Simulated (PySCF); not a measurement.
# monosilicic acid (SiH₄O₄): core binding energies at several levels of theory, part 2 of 2

PySCF 2.14.0. Atoms count from 0. Earlier steps stand in the parts before.

### 8 Core-electron binding energies: SCAN, X2C

Job settings and geometry (Å):

```
{"job": {"kind": "xps", "basis": "def2-TZVP"}, "charge": 0, "multiplicity": 1}
O      0.427931     1.328736    -0.875594
Si     0.005687    -0.007917    -0.008710
O      1.216575    -1.101315    -0.237570
O     -1.487565    -0.453770    -0.542260
O     -0.138480     0.196065     1.620098
H     -0.301041     1.916088    -1.095420
H      1.654369    -1.052584    -1.092232
H     -2.003080    -0.972513     0.082004
H      0.682783     0.130182     2.115707
```

Method: delta-SCF UKS SCAN, def2-TZVP on the ionised atom, pcseg-1 elsewhere, spin-free X2C.

Output:

```text
ground state, core basis on atom 0 (O), 111 functions
  cycle   1  E = -593.30763777  |g| = 1.30e+00
  cycle   2  E = -592.83958322  |g| = 2.05e+00
  cycle   3  E = -593.60503362  |g| = 9.81e-02
  cycle   4  E = -593.60567032  |g| = 7.83e-02
  cycle   5  E = -593.60673282  |g| = 1.16e-02
  cycle   6  E = -593.60675853  |g| = 2.98e-03
  cycle   7  E = -593.60675730  |g| = 5.60e-04
  cycle   8  E = -593.60675878  |g| = 1.70e-04
  E(ground) = -593.65051812 Eh
hole in O 1s of atom 0
  cycle   1  E = -573.00132797  |g| = 2.13e+00
  cycle   2  E = -572.70701554  |g| = 1.87e+00
  cycle   3  E = -573.69039868  |g| = 5.00e-01
  cycle   4  E = -573.73921849  |g| = 3.08e-01
  cycle   5  E = -573.77356390  |g| = 3.66e-02
  cycle   6  E = -573.77393365  |g| = 1.79e-02
  cycle   7  E = -573.77404794  |g| = 4.93e-03
  cycle   8  E = -573.77405893  |g| = 1.19e-03
  cycle   9  E = -573.77405891  |g| = 4.46e-04
  E(ion) = -573.81885990 Eh   <S^2> = 0.7605   hole on atom = 1.000   binding energy = 539.647 eV
ground state, core basis on atom 1 (Si), 113 functions
  cycle   1  E = -593.63419046  |g| = 1.13e-01
  cycle   2  E = -593.63177919  |g| = 1.63e-01
  cycle   3  E = -593.63646306  |g| = 2.24e-02
  cycle   4  E = -593.63655126  |g| = 4.14e-03
  cycle   5  E = -593.63655377  |g| = 2.47e-03
  cycle   6  E = -593.63655424  |g| = 3.52e-04
  E(ground) = -593.64151862 Eh
hole in Si 1s of atom 1
  cycle   1  E = -524.63925908  |g| = 2.96e+00
  cycle   2  E = -524.72332997  |g| = 1.79e+00
  cycle   3  E = -525.17937294  |g| = 9.06e-01
  cycle   4  E = -525.52738566  |g| = 1.81e-01
  cycle   5  E = -525.53735658  |g| = 5.87e-02
  cycle   6  E = -525.53885507  |g| = 6.40e-03
  cycle   7  E = -525.53886345  |g| = 3.65e-03
  cycle   8  E = -525.53886881  |g| = 1.85e-03
  cycle   9  E = -525.53887009  |g| = 1.41e-04
  E(ion) = -525.55126270 Eh   <S^2> = 0.7515   hole on atom = 1.000   binding energy = 1852.830 eV
hole in Si 2p of atom 1
  cycle   1  E = -589.32337040  |g| = 1.20e+00
  cycle   2  E = -589.18961101  |g| = 1.11e+00
  cycle   3  E = -589.53899508  |g| = 4.37e-01
  cycle   4  E = -589.61234367  |g| = 8.51e-02
  cycle   5  E = -589.61470270  |g| = 2.16e-02
  cycle   6  E = -589.61490252  |g| = 3.28e-03
  cycle   7  E = -589.61490103  |g| = 3.26e-03
  cycle   8  E = -589.61490573  |g| = 3.35e-04
  E(ion) = -589.63040475 Eh   <S^2> = 0.7509   hole on atom = 1.003   binding energy = 109.148 eV
  2p3/2 = 108.947 eV   2p1/2 = 109.559 eV
```

It took 9.8 s on 1 thread of Arm Neoverse V1, shared host; peak memory 0.48 GiB.

Binding energies by hole, beside the orbital energy of the ground state; the difference holds orbital relaxation and, for a density functional, its self-interaction error:

| hole | stands for | environment | ΔSCF (eV; 2p as the shell's mean) | −ε (eV) | ⟨S²⟩ |
| --- | --- | --- | --- | --- | --- |
| O1s on O0 | O0, O2, O3, O4 | oxygen bonded to Si, H | 539.65 | 516.7 | 0.760 |
| Si1s on Si1 | Si1 | silicon bonded to 4 O | 1852.83 | 1795.7 | 0.752 |
| Si2p on Si1 | Si1 | silicon bonded to 4 O | 109.15 | 97.4 | 0.751 |

Each hole run stands for the others of its class of like atoms.

With the spin-orbit splitting: Si1 2p3/2 108.95, 2p1/2 109.56 eV. The table gives each 2p level as the mean over the whole 2p shell (two parts 2p3/2, one part 2p1/2), which differs a little from the single hole in the log.

### 9 X-ray photoelectron lines: SCAN, non-relativistic

The job, as its differences from that of step 8:

```diff
@@ -1,2 +1,2 @@
-{"job": {"kind": "xps", "basis": "def2-TZVP"}, "charge": 0, "multiplicity": 1}
+{"job": {"kind": "xps", "x2c": false}, "charge": 0, "multiplicity": 1}
 O      0.427931     1.328736    -0.875594
```

Method: delta-SCF UKS SCAN, pcX-2 on the ionised atom, pcseg-1 elsewhere, non-relativistic.

Output:

```text
ground state, core basis on atom 0 (O), 125 functions
  cycle   1  E = -592.56183774  |g| = 1.29e+00
  cycle   2  E = -592.09775294  |g| = 2.05e+00
  cycle   3  E = -592.85619392  |g| = 1.05e-01
  cycle   4  E = -592.85685877  |g| = 8.07e-02
  cycle   5  E = -592.85796536  |g| = 1.36e-02
  cycle   6  E = -592.85799247  |g| = 3.75e-03
  cycle   7  E = -592.85799619  |g| = 6.97e-04
  cycle   8  E = -592.85799729  |g| = 1.75e-04
  E(ground) = -592.90146473 Eh
hole in O 1s of atom 0
  cycle   1  E = -572.26627890  |g| = 2.21e+00
  cycle   2  E = -571.93206724  |g| = 2.12e+00
  cycle   3  E = -573.00463984  |g| = 4.41e-01
  cycle   4  E = -573.02563243  |g| = 3.24e-01
  cycle   5  E = -573.06386491  |g| = 3.53e-02
  cycle   6  E = -573.06416281  |g| = 2.03e-02
  cycle   7  E = -573.06430749  |g| = 5.35e-03
  cycle   8  E = -573.06431892  |g| = 1.14e-03
  cycle   9  E = -573.06431921  |g| = 4.89e-04
  E(ion) = -573.10844130 Eh   <S^2> = 0.7611   hole on atom = 1.000   binding energy = 538.596 eV
ground state, core basis on atom 1 (Si), 136 functions
  cycle   1  E = -592.89518870  |g| = 8.78e-02
  cycle   2  E = -592.89374211  |g| = 1.27e-01
  cycle   3  E = -592.89660571  |g| = 1.80e-02
  cycle   4  E = -592.89666365  |g| = 5.28e-03
  cycle   5  E = -592.89666844  |g| = 2.14e-03
  cycle   6  E = -592.89666760  |g| = 2.46e-04
  E(ground) = -592.90230490 Eh
hole in Si 1s of atom 1
  cycle   1  E = -524.08706333  |g| = 4.32e+00
  cycle   2  E = -524.18833672  |g| = 2.19e+00
  cycle   3  E = -524.63248066  |g| = 1.05e+00
  cycle   4  E = -525.06880220  |g| = 3.07e-01
  cycle   5  E = -525.09761347  |g| = 7.72e-02
  cycle   6  E = -525.10004237  |g| = 1.36e-02
  cycle   7  E = -525.10009159  |g| = 3.83e-03
  cycle   8  E = -525.10009020  |g| = 4.00e-03
  cycle   9  E = -525.10009514  |g| = 2.31e-04
  E(ion) = -525.11203124 Eh   <S^2> = 0.7519   hole on atom = 1.000   binding energy = 1844.667 eV
hole in Si 2p of atom 1
  cycle   1  E = -588.58681657  |g| = 1.24e+00
  cycle   2  E = -588.44580235  |g| = 1.18e+00
  cycle   3  E = -588.81263423  |g| = 4.24e-01
  cycle   4  E = -588.87999077  |g| = 9.17e-02
  cycle   5  E = -588.88238874  |g| = 2.84e-02
  cycle   6  E = -588.88272437  |g| = 3.56e-03
  cycle   7  E = -588.88272402  |g| = 3.74e-03
  cycle   8  E = -588.88273058  |g| = 4.23e-04
  E(ion) = -588.89780812 Eh   <S^2> = 0.7511   hole on atom = 1.003   binding energy = 108.968 eV
  2p3/2 = 108.766 eV   2p1/2 = 109.384 eV
```

Run time: 11 s. Hardware: 1 thread of Arm Neoverse V1, shared host; peak memory 0.48 GiB.

Binding energies by hole, beside the orbital energy of the ground state; the difference holds orbital relaxation and, for a density functional, its self-interaction error:

| hole | stands for | environment | ΔSCF (eV; 2p as the shell's mean) | −ε (eV) | ⟨S²⟩ |
| --- | --- | --- | --- | --- | --- |
| O1s on O0 | O0, O2, O3, O4 | oxygen bonded to Si, H | 538.60 | 516.4 | 0.761 |
| Si1s on Si1 | Si1 | silicon bonded to 4 O | 1844.67 | 1790.6 | 0.752 |
| Si2p on Si1 | Si1 | silicon bonded to 4 O | 108.97 | 97.4 | 0.751 |

Each hole run stands for the others of its class of like atoms.

With the spin-orbit splitting: Si1 2p3/2 108.77, 2p1/2 109.38 eV. The table gives each 2p level as the mean over the whole 2p shell (two parts 2p3/2, one part 2p1/2), which differs a little from the single hole in the log.

### 10 What came out

The summary covers parts 1 to 2.

| quantity | value |
| --- | --- |
| O1s binding energies, SCAN/pcX-2 | O0 538.98 eV |
| Si1s binding energies, SCAN/pcX-2 | Si1 1849.02 eV |
| Si2p binding energies, SCAN/pcX-2 | Si1 108.93 eV |
| O1s binding energies, B3LYP/pcX-2 | O0 538.80 eV |
| Si1s binding energies, B3LYP/pcX-2 | Si1 1847.74 eV |
| Si2p binding energies, B3LYP/pcX-2 | Si1 108.95 eV |
| O1s binding energies, PBE0/pcX-2 | O0 538.29 eV |
| Si1s binding energies, PBE0/pcX-2 | Si1 1846.85 eV |
| Si2p binding energies, PBE0/pcX-2 | Si1 108.57 eV |
| O1s binding energies, PBE/pcX-2 | O0 537.92 eV |
| Si1s binding energies, PBE/pcX-2 | Si1 1845.45 eV |
| Si2p binding energies, PBE/pcX-2 | Si1 108.03 eV |
| O1s binding energies, HF/pcX-2 | O0 538.54 eV |
| Si1s binding energies, HF/pcX-2 | Si1 1850.43 eV |
| Si2p binding energies, HF/pcX-2 | Si1 108.82 eV |
| O1s binding energies, SCAN/pcX-1 | O0 539.08 eV |
| Si1s binding energies, SCAN/pcX-1 | Si1 1849.41 eV |
| Si2p binding energies, SCAN/pcX-1 | Si1 109.45 eV |
| O1s binding energies, SCAN/def2-TZVP | O0 539.65 eV |
| Si1s binding energies, SCAN/def2-TZVP | Si1 1852.83 eV |
| Si2p binding energies, SCAN/def2-TZVP | Si1 109.15 eV |
| O1s binding energies, SCAN/pcX-2, non-relativistic | O0 538.60 eV |
| Si1s binding energies, SCAN/pcX-2, non-relativistic | Si1 1844.67 eV |
| Si2p binding energies, SCAN/pcX-2, non-relativistic | Si1 108.97 eV |

Single values in the summary come from the first run of each kind that ended normally (SCAN/pcX-2), which need not be the best level.
